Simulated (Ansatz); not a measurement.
# BeZn9Cd2S12: the cost of one run

Method: DFT PBE, scalar-relativistic, plane waves, PAW, in Ansatz 0.2.0.

1 further run of the same task is left out (it didn't finish).

### 1 Starting point

The cell holds 24 atoms (BeCd2S12Zn9): a = 7.463 Å, b = 7.463 Å, c = 9.140 Å, α = 90.00°, β = 90.00°, γ = 120.00°.

The sites of an ideal zinc blende lattice, at a guessed lattice constant, take 9 Zn, 1 Be, 2 Cd; 12 S (sublattices apart by semicolons), with a shake of 0.02 Å. Warren-Cowley parameters of the first shell (negative: unlike neighbours preferred): Be-Cd +0.00, Be-Zn -0.11, Cd-Zn +0.00. In a cell this small the draw can fall short of the order aimed at.

Its coordinates follow in the input file.

### 2 Relaxing on a coarse mesh

A cheap relaxation: coarse mesh, no symmetry, loose thresholds.

Contents of input.yaml:

```yaml
crystal:
  lattice:
    - [-5.27698146, -5.27698146, 0.0]
    - [0.0, 5.27698146, 5.27698146]
    - [-5.27698146, 5.27698146, -5.27698146]
  atoms:
    - { symbol: Be, position: [0.9967492066, 0.5005403098, 0.9998121477] }
    - { symbol: S, position: [0.3335263703, 0.1634638637, 0.9160516252] }
    - { symbol: S, position: [0.8315875129, 0.1674413345, 0.9127345007] }
    - { symbol: S, position: [0.6699489883, 0.3370261416, 0.5846823316] }
    - { symbol: S, position: [0.1672589439, 0.3333828384, 0.5852325253] }
    - { symbol: S, position: [0.488411211, 0.4934760503, 0.2522963993] }
    - { symbol: S, position: [0.9994932436, 0.500438141, 0.2505080168] }
    - { symbol: S, position: [0.3306397533, 0.6683822523, 0.9160801511] }
    - { symbol: S, position: [0.8325775216, 0.669887239, 0.9201719795] }
    - { symbol: S, position: [0.6692557116, 0.8381148827, 0.5833021464] }
    - { symbol: S, position: [0.1696317437, 0.8326275963, 0.5842212442] }
    - { symbol: S, position: [0.504412405, 0.0055547883, 0.2484301547] }
    - { symbol: S, position: [0.9993956115, 0.9928269884, 0.2500296623] }
    - { symbol: Zn, position: [0.5030947817, 0.0001965247, 0.0014210058] }
    - { symbol: Zn, position: [0.0072447631, 0.0069680727, 0.000491254] }
    - { symbol: Zn, position: [0.8323699446, 0.1635936639, 0.6684475123] }
    - { symbol: Zn, position: [0.3376680423, 0.1736297956, 0.6652895412] }
    - { symbol: Zn, position: [0.4984396142, 0.4952377377, 0.0080086227] }
    - { symbol: Zn, position: [0.8272601189, 0.6657060841, 0.6640960875] }
    - { symbol: Zn, position: [0.3319669038, 0.6648851191, 0.665618332] }
    - { symbol: Zn, position: [0.6672531881, 0.8321337833, 0.3314714964] }
    - { symbol: Zn, position: [0.1671382521, 0.8321883213, 0.3326107738] }
    - { symbol: Cd, position: [0.6678343934, 0.3337742785, 0.3343745008] }
    - { symbol: Cd, position: [0.168139117, 0.3310623506, 0.3323188697] }
  symmetry: { detect: false }
basis:
  ecutwfc: 420
kpoints:
  mp_grid: { grid: [2, 2, 2], shift: [0.5, 0.5, 0.5] }
hamiltonian:
  xc: pbe
scf:
  occupations: { method: gaussian, width: 0.1 }
  lower_state_search: "off"
output:
  forces: true
  stress: true
  eigenvalues: true
relax:
  adjacent_minimum: "off"
  f_tol: 0.04
  max_steps: 50
  cell: { stress_tol: 0.3 }
```

On the command line:

```bash
$ ansatz run input.yaml --threads 4 --pin off --max-ram 9216MiB --backend cpu --events-out ev --progress --plain --runs-dir out
```

What time and memory should one allow on 4 threads of Arm Neoverse V1, shared host?

About 82 s, with a peak of 1.5 GiB.
